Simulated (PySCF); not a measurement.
# A diatomic session: SiSn+, part 2 of 2

PySCF 2.14.0; Si def2-SVPD, Sn def2-SVPD with ECP28; scalar-relativistic core potentials. The steps go on from the part before.

**11. HSE06 (range-separated hybrid)**

Output of the SCF at 2.558 Å:

```text
******** <class 'pyscf.dft.uks_symm.SymAdaptedUKS'> ********
method = SymAdaptedUKS
initial guess = minao
damping factor = 0
level_shift factor = 0
DIIS = <class 'pyscf.scf.diis.CDIIS'>
diis_start_cycle = 1
diis_space = 10
diis_damp = 0
SCF conv_tol = 1e-09
SCF conv_tol_grad = None
SCF max_cycles = 60
direct_scf = False
max_memory 909 MB (current use 428 MB)
number electrons alpha = 19  beta = 16
XC library pyscf.dft.libxc version 7.0.0
    S. Lehtola, C. Steigemann, M. J.T. Oliveira, and M. A.L. Marques.,  SoftwareX 7, 1–5 (2018)
XC functionals = HSE06
    J. Heyd, G. E. Scuseria, and M. Ernzerhof.,  J. Chem. Phys. 118, 8207 (2003)
    J. Heyd, G. E. Scuseria, and M. Ernzerhof.,  J. Chem. Phys. 124, 219906 (2006)
    A. V. Krukau, O. A. Vydrov, A. F. Izmaylov, and G. E. Scuseria.,  J. Chem. Phys. 125, 224106 (2006)
small_rho_cutoff = 0
Set gradient conv threshold to 3.16228e-05
init E= -503.254921794309
cycle= 1 E= -503.254945414048  delta_E= -2.36e-05  |g|= 0.00104  |ddm|= 0.0201
cycle= 2 E= -503.254946048923  delta_E= -6.35e-07  |g|= 0.000783  |ddm|= 0.00374
cycle= 3 E= -503.254946232737  delta_E= -1.84e-07  |g|= 0.000546  |ddm|= 0.0024
cycle= 4 E= -503.254946363751  delta_E= -1.31e-07  |g|= 0.000133  |ddm|= 0.00144
cycle= 5 E= -503.254946394625  delta_E= -3.09e-08  |g|= 2.75e-05  |ddm|= 0.000407
cycle= 6 E= -503.254946396395  delta_E= -1.77e-09  |g|= 1.08e-05  |ddm|= 0.000116
cycle= 7 E= -503.254946396741  delta_E= -3.47e-10  |g|= 2.52e-06  |ddm|= 6.59e-05
Extra cycle  E= -503.254946396703  delta_E= 3.88e-11  |g|= 6.14e-06  |ddm|= 1.87e-05
converged SCF energy = -503.254946396703  <S^2> = 3.751562  2S+1 = 4.0007809
```

Re = 2.554 Å, ωe = 311 cm⁻¹, ωexe = 1.13 cm⁻¹, αe = 0.000560 cm⁻¹, Be = 0.1139 cm⁻¹, De = 2.79 eV, μ = -1.98 D.

**12. UHF (mean field)**

Output of the SCF at 2.558 Å:

```text
******** <class 'pyscf.scf.uhf_symm.SymAdaptedUHF'> ********
method = SymAdaptedUHF
initial guess = minao
damping factor = 0
level_shift factor = 0
DIIS = <class 'pyscf.scf.diis.CDIIS'>
diis_start_cycle = 1
diis_space = 10
diis_damp = 0
SCF conv_tol = 1e-09
SCF conv_tol_grad = None
SCF max_cycles = 60
direct_scf = False
max_memory 909 MB (current use 428 MB)
number electrons alpha = 19  beta = 16
Overwritten attributes  get_hcore get_k get_jk get_occ get_j  of <class 'pyscf.scf.uhf_symm.SymAdaptedUHF'>
Set gradient conv threshold to 3.16228e-05
init E= -501.88260587224
cycle= 1 E= -501.892241506367  delta_E= -0.00964  |g|= 0.0256  |ddm|= 0.342
cycle= 2 E= -501.893030166321  delta_E= -0.000789  |g|= 0.0085  |ddm|= 0.0824
cycle= 3 E= -501.89320277914  delta_E= -0.000173  |g|= 0.0033  |ddm|= 0.0306
cycle= 4 E= -501.893246304481  delta_E= -4.35e-05  |g|= 0.00215  |ddm|= 0.0133
cycle= 5 E= -501.89327366481  delta_E= -2.74e-05  |g|= 0.00153  |ddm|= 0.0115
cycle= 6 E= -501.893299227124  delta_E= -2.56e-05  |g|= 0.000931  |ddm|= 0.015
cycle= 7 E= -501.893310827764  delta_E= -1.16e-05  |g|= 0.000272  |ddm|= 0.0161
cycle= 8 E= -501.893311401457  delta_E= -5.74e-07  |g|= 0.00011  |ddm|= 0.0031
cycle= 9 E= -501.89331146563  delta_E= -6.42e-08  |g|= 6.21e-05  |ddm|= 0.000782
cycle= 10 E= -501.893311490273  delta_E= -2.46e-08  |g|= 2.1e-05  |ddm|= 0.000594
cycle= 11 E= -501.893311492842  delta_E= -2.57e-09  |g|= 5.56e-06  |ddm|= 0.000212
cycle= 12 E= -501.893311492952  delta_E= -1.1e-10  |g|= 2.29e-06  |ddm|= 3.12e-05
Extra cycle  E= -501.893311492964  delta_E= -1.26e-11  |g|= 1.45e-06  |ddm|= 6.86e-06
converged SCF energy = -501.893311492964  <S^2> = 3.7619797  2S+1 = 4.0059854
```

Re = 2.541 Å, ωe = 333 cm⁻¹, ωexe = 1.04 cm⁻¹, αe = 0.000497 cm⁻¹, Be = 0.1151 cm⁻¹, De = 1.48 eV, μ = -1.61 D. 2.8 s of CPU time for 12 points, integrals apart.

**13. MP2 and coupled cluster**

Reference: UHF; core orbitals frozen: 9; virtual orbitals above 20 hartree dropped in coupled cluster: 1. MP2 keeps all virtuals, so it differs from the MP2 energy in the coupled-cluster log.

The coupled-cluster run at the reference distance, 2.558 Å, printed:

```text
******** <class 'pyscf.cc.uccsd.UCCSD'> ********
CC2 = 0
CCSD nocc = (np.int64(10), np.int64(7)), nmo = (46, 46)
frozen orbitals [[0, 1, 2, 3, 4, 5, 6, 7, 8, 55], [0, 1, 2, 3, 4, 5, 6, 7, 8, 55]]
max_cycle = 80
direct = 0
conv_tol = 1e-07
conv_tol_normt = 1e-05
diis_space = 8
diis_start_cycle = 0
diis_start_energy_diff = 1e+09
max_memory 909 MB (current use 465 MB)
Init t2, MP2 energy = -0.127759481742138
Init E_corr(UCCSD) = -0.127759481745658
cycle = 1  E_corr(UCCSD) = -0.146155272227509  dE = -0.0183957905  norm(t1,t2) = 0.0812425
cycle = 2  E_corr(UCCSD) = -0.152083521096734  dE = -0.00592824887  norm(t1,t2) = 0.0316703
cycle = 3  E_corr(UCCSD) = -0.155096835816019  dE = -0.00301331472  norm(t1,t2) = 0.0173392
cycle = 4  E_corr(UCCSD) = -0.155429167095349  dE = -0.000332331279  norm(t1,t2) = 0.00741523
cycle = 5  E_corr(UCCSD) = -0.155332330329757  dE = 9.68367656e-05  norm(t1,t2) = 0.0045503
cycle = 6  E_corr(UCCSD) = -0.155404983897218  dE = -7.26535675e-05  norm(t1,t2) = 0.00144721
cycle = 7  E_corr(UCCSD) = -0.155408664345704  dE = -3.68044849e-06  norm(t1,t2) = 0.000382208
cycle = 8  E_corr(UCCSD) = -0.155408006373393  dE = 6.57972311e-07  norm(t1,t2) = 0.000159191
cycle = 9  E_corr(UCCSD) = -0.155409634524692  dE = -1.6281513e-06  norm(t1,t2) = 5.46534e-05
cycle = 10  E_corr(UCCSD) = -0.155409473873632  dE = 1.6065106e-07  norm(t1,t2) = 1.65394e-05
cycle = 11  E_corr(UCCSD) = -0.155409423110019  dE = 5.07636129e-08  norm(t1,t2) = 5.70267e-06
UCCSD converged
E(UCCSD) = -502.0487209160742  E_corr = -0.1554094231100188
UCCSD(T) correction = -0.00832791588109071
```

Correlation energy (eV) along the bond:

```
R (Å)     MP2  SCS-MP2    CCSD  CCSD(T)     T1
2.200  -3.479   -3.339     n/a      n/a    n/a
2.302  -3.475   -3.326  -4.191   -4.399  0.017
2.405  -3.474   -3.314  -4.203   -4.418  0.017
2.481  -3.476   -3.306  -4.215   -4.436  0.018
2.558  -3.478   -3.297  -4.229   -4.456  0.018
2.635  -3.482   -3.288  -4.245   -4.478  0.019
2.737  -3.487   -3.275  -4.270   -4.514  0.021
2.865  -3.492   -3.257  -4.305   -4.565  0.026
3.018  -3.463   -3.219  -4.347   -4.632  0.040
3.223  -3.220   -3.076     n/a      n/a    n/a
```

UHF-MP2: Re = 2.546 Å, ωe = 327 cm⁻¹, ωexe = 0.935 cm⁻¹, αe = 0.000508 cm⁻¹, Be = 0.1147 cm⁻¹, De = 2.38 eV.

UHF-SCS-MP2: Re = 2.529 Å, ωe = 341 cm⁻¹, ωexe = 0.974 cm⁻¹, αe = 0.000477 cm⁻¹, Be = 0.1162 cm⁻¹, De = 2.08 eV.

UHF-CCSD: Re = 2.564 Å, ωe = 313 cm⁻¹, ωexe = 1.21 cm⁻¹, αe = 0.000568 cm⁻¹, Be = 0.1131 cm⁻¹, De = 2.20 eV.

UHF-CCSD(T): Re = 2.574 Å, ωe = 304 cm⁻¹, ωexe = 1.34 cm⁻¹, αe = 0.000603 cm⁻¹, Be = 0.1121 cm⁻¹, De = 2.36 eV.

**14. All curves**

Energy (eV) from each level's lowest point:

```
R (Å)    UHF  UHF-MP2  UHF-SCS-MP2  UHF-CCSD  UHF-CCSD(T)    PBE   BLYP  r²SCAN  M06-L   PBE0  B97-3  HSE06
2.200  0.835    0.835        0.793       n/a          n/a  0.896  1.001   0.821  0.861  0.801  0.869  0.815
2.302  0.357    0.361        0.328     0.395        0.413  0.418  0.499   0.363  0.386  0.348  0.395  0.358
2.405  0.102    0.106        0.084     0.127        0.139  0.148  0.202   0.114  0.125  0.104  0.131  0.110
2.481  0.017    0.019        0.008     0.031        0.037  0.043  0.078   0.026  0.030  0.020  0.033  0.023
2.558  0.000    0.000        0.000     0.000        0.000  0.000  0.015   0.000  0.000  0.000  0.000  0.000
2.635  0.035    0.031        0.044     0.019        0.012  0.004  0.000   0.021  0.018  0.027  0.015  0.024
2.737  0.140    0.130        0.161     0.099        0.082  0.062  0.032   0.101  0.095  0.115  0.088  0.108
2.865  0.332    0.318        0.372     0.256        0.223  0.189  0.129   0.253  0.246  0.281  0.238  0.268
3.018  0.607    0.622        0.684     0.489        0.431  0.385  0.290   0.477  0.470  0.523  0.463  0.503
3.223  0.944    1.202        1.165       n/a          n/a  0.669  0.534   0.794  0.790  0.868  0.790  0.839
```

**15. Results**

What follows sums up all 2 parts.

Lowest PBE0 solution found, without spin–orbit coupling: ⁴Σ⁻ (quartet), unpaired electrons σ ↑, π ↑↑. State 2 has its PBE0 minimum 0.35 eV higher, as a spin-mixed determinant (⟨S²⟩ = 1.78), so this is no gap between pure states. State 3 has its PBE0 minimum 0.38 eV higher, as a spin-mixed determinant (⟨S²⟩ = 1.77), so this is no gap between pure states. State 4 has its PBE0 minimum 0.48 eV higher. The other levels ran on the lowest alone.

```
      level  Re (Å)  ωe (cm⁻¹)  De (eV)  μ (D)
        UHF   2.541        333     1.48  -1.61
    UHF-MP2   2.546        327     2.38    n/a
UHF-SCS-MP2   2.529        341     2.08    n/a
   UHF-CCSD   2.564        313     2.20    n/a
UHF-CCSD(T)   2.574        304     2.36    n/a
        PBE   2.588      290.7     3.00  -2.08
       BLYP   2.626      270.5     2.77  -2.23
     r²SCAN   2.558        307     2.91  -2.10
      M06-L   2.564        308     2.98  -1.42
       PBE0   2.549        314     2.75  -1.96
      B97-3   2.570        306     2.56  -1.78
      HSE06   2.554        311     2.79  -1.98
```

De is counted to Si + Sn+ in their ground configurations. A positive dipole points from Si to Sn; in an ion it is taken about the centre of mass and does not tell which atom is negative.

Differences from CCSD(T) in the same basis:

```
      level  Re (mÅ)  ωe (%)
        UHF      -33    +9.6
    UHF-MP2      -29    +7.6
UHF-SCS-MP2      -45   +12.3
   UHF-CCSD      -11    +2.9
        PBE      +13    -4.4
       BLYP      +52   -11.1
     r²SCAN      -16    +1.0
      M06-L      -10    +1.3
       PBE0      -25    +3.4
      B97-3       -5    +0.5
      HSE06      -20    +2.4
```

Time per point (s) on 1 thread, shared host (CPU time, shared integrals of 0.17 s apart; correlated levels include their reference; CCSD comes with the CCSD(T) run); the times are rough: UHF 0.23, UHF-MP2 0.38, UHF-SCS-MP2 0.38, PBE 0.91, BLYP 0.59, r²SCAN 1.8, M06-L 1.5, PBE0 1.1, B97-3 0.67, HSE06 1.1; the reference 8.6.

The cheapest levels within 13 mÅ and 2.5 % of CCSD(T): B97-3 (0.67 s). The dearest run takes 8.6 s.

In words: Judged by CCSD(T) in the same basis: best bond length B97-3 (-5 mÅ), worst BLYP (+52 mÅ); best wavenumber B97-3 (+0.5 %), worst UHF-SCS-MP2 (+12.3 %). Hartree–Fock falls on the short and stiff side, its usual fault. PBE gives a bond that is too long and too soft, as GGAs tend to. CCSD(T) in a basis this small is itself some way from its limit, more so than the functionals. Among the levels with a De in the table, it runs from 1.48 eV (UHF) to 3.00 eV (PBE).

Correlated steps freeze 9 core orbitals. Spin–orbit coupling is left out, which matters for elements this heavy, above all for dissociation energies.
